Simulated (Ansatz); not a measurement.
What does this script print? It uses Ansatz's Python interface.

`methods_ch5bosi.py`:
```python
# -*- coding: utf-8 -*-
'''One geometry of CH5BOSi, method by method.'''

import ansatz as az


def main():
    geometry_ang = [
        ('B', [-0.3722, 1.6414, -0.1713]),
        ('Si', [0.6895, 0.1179, 0.0801]),
        ('C', [-0.1579, -1.5058, -0.1915]),
        ('O', [-0.1045, -1.011, 1.0979]),
        ('H', [-0.8405, 1.9282, -1.2754]),
        ('H', [-0.6862, 2.3987, 0.7315]),
        ('H', [2.0937, 0.2267, 0.5988]),
        ('H', [-1.0819, -1.471, -0.6739]),
        ('H', [0.5485, -2.3714, -0.2133]),
    ]
    geometry = az.Crystal.molecule()
    for symbol, xyz in geometry_ang:
        geometry = geometry.atom(symbol, xyz)

    calculation = geometry.calculation().basis(gaussian='def2-SVP')

    methods = ['mp2', 'ccsd', 'ccsd_t']
    reports = [calculation.correlation(m).run().report for m in methods]
    print(f'Hartree-Fock reference {reports[0]["reference_energy_ev"] / 27.211386246:.6f} Ha')
    best = reports[-1]['free_energy_ev'] - reports[-1]['reference_energy_ev']
    for method, each in zip(methods, reports):
        gained = each['free_energy_ev'] - each['reference_energy_ev']
        print(f'{method:8s} total {each["free_energy_ev"] / 27.211386246:.6f} Ha  correlation {gained:9.4f} eV  ({100 * gained / best:.1f} % of the last)')


if __name__ == '__main__':
    main()
```

`python methods_ch5bosi.py` gives:
```text
Hartree-Fock reference -428.957880 Ha
mp2      total -429.455142 Ha  correlation  -13.5312 eV  (88.9 % of the last)
ccsd     total -429.500529 Ha  correlation  -14.7662 eV  (97.1 % of the last)
ccsd_t   total -429.516997 Ha  correlation  -15.2144 eV  (100.0 % of the last)
```

Notes:
- The settings weren't tested for convergence.
- The geometry is a force-field or estimated start, not a minimum of this method, and the basis set is short of its limit. A lower total doesn't mark the better method: functionals have no common bound, and MP2 and coupled cluster aren't variational.
- Inner cores stay frozen, so this is valence correlation.
- Hardware and time: 12 s on 1 thread of Arm Neoverse V2, on a shared host, peak memory 0.33 GiB.
